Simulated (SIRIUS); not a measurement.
A run of SIRIUS 7.10.0 is set up as follows.

File sirius.json:

```json
{
  "control": {
    "processing_unit": "cpu",
    "verbosity": 2,
    "num_bands_to_print": 13,
    "print_forces": true,
    "print_stress": true
  },
  "parameters": {
    "electronic_structure_method": "pseudopotential",
    "xc_functionals": ["XC_GGA_X_PBE", "XC_GGA_C_PBE"],
    "gk_cutoff": 9.2,
    "pw_cutoff": 18.4,
    "ngridk": [9, 9, 9],
    "shiftk": [0, 0, 0],
    "smearing": "fermi_dirac",
    "smearing_width": 0.0018374661,
    "num_bands": 13,
    "num_mag_dims": 0,
    "num_dft_iter": 100,
    "energy_tol": 1e-08,
    "density_tol": 1e-06
  },
  "iterative_solver": {
    "type": "davidson",
    "min_tolerance": 1e-09,
    "tolerance_scale": [0.1, 0.25]
  },
  "mixer": {
    "type": "anderson",
    "beta": 0.7,
    "max_history": 8
  },
  "settings": {
    "tol_ne": 1e-10,
    "pseudo_grid_cutoff": 6.5
  },
  "unit_cell": {
    "lattice_vectors": [
      [5.47104058971, 0.0, 0.0],
      [0.0, 5.47104058971, 0.0],
      [0.0, 0.0, 5.47104058971]
    ],
    "atom_coordinate_units": "lattice",
    "atom_types": ["Mg", "B"],
    "atom_files": {
      "B": "B.json",
      "Mg": "Mg.json"
    },
    "atoms": {
      "Mg": [
        [0.0, 0.0, 0.0]
      ],
      "B": [
        [0.5, 0.5, 0.5]
      ]
    }
  }
}
```

Potentials or basis: PseudoDojo 0.4.1 PBE standard (scalar relativistic).

Launch:

```bash
$ upf_to_json B.upf
$ upf_to_json Mg.upf
$ OMP_NUM_THREADS=1 sirius.scf --input=sirius.json --output=out.json --task=0
```

Q: Estimate the band gap on the k mesh.

A: None (metal or under the smearing width).

Q: Estimate the pressure.

A: 0.3 GPa.
